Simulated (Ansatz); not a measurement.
# AgTe2Pt: the cost of one run

Computed with Ansatz 0.2.0 (reference: DFT PBE, plane waves, PAW, scalar-relativistic, no spin polarisation, unless a step's input says otherwise).

### Step 1. Starting point

It takes space group I-4m2 (No. 119, tetragonal). The conventional cell has a = 3.779 Å, b = 3.779 Å, c = 14.672 Å, α = 90.00°, β = 90.00°, γ = 90.00°. Around Ag (site symmetry -4m2) lie 4 Te at 2.57 Å. Around Pt (site symmetry -4m2) lie 8 Te at 3.29 Å and 4 Pt at 3.78 Å. Te (site symmetry 2mm) has 2 Ag at 2.57 Å and 4 Pt at 3.29 Å as nearest neighbours.

Structure file:

```
CELL_PARAMETERS angstrom
0.00000 3.77891 0.00000
3.77891 0.00000 0.00000
1.88946 1.88946 -7.33610
ATOMIC_POSITIONS crystal
Ag 0.75000 0.25000 0.50000
Pt 0.00000 0.00000 0.00000
Te 0.36900 0.36900 0.26200
Te 0.63100 0.63100 0.73800
```

### Step 2. Reference

Input file input.yaml:

```yaml
crystal:
  lattice:
    - [0.0, 3.778911, 0.0]
    - [3.778911, 0.0, 0.0]
    - [1.889456, 1.889456, -7.336101]
  atoms:
    - { symbol: Ag, position: [0.75, 0.25, 0.5] }
    - { symbol: Pt, position: [0.0, 0.0, 0.0] }
    - { symbol: Te, position: [0.369, 0.369, 0.262] }
    - { symbol: Te, position: [0.631, 0.631, 0.738] }
  symmetry: { tolerance: 0.0003 }
kpoints:
  mp_grid: { grid: [5, 5, 5], shift: [0, 0, 0] }
magnetization:
  spin_polarized: false
scf:
  occupations: { method: fermi_dirac, width: 0.0311 }
hamiltonian:
  pseudopotentials: { kind: paw }
  xc: pbe
basis:
  ecutwfc: 420
output:
  forces: true
  stress: true
  eigenvalues: true
```

Command:

```bash
> ansatz run input.yaml --threads 1 --pin off --max-ram 2560MiB --backend cpu --events-out ev --progress --plain --runs-dir out
```

What time and memory should one allow on 1 thread of an x86-64 CPU, shared host?

About 11 s, with a peak of 0.42 GiB.
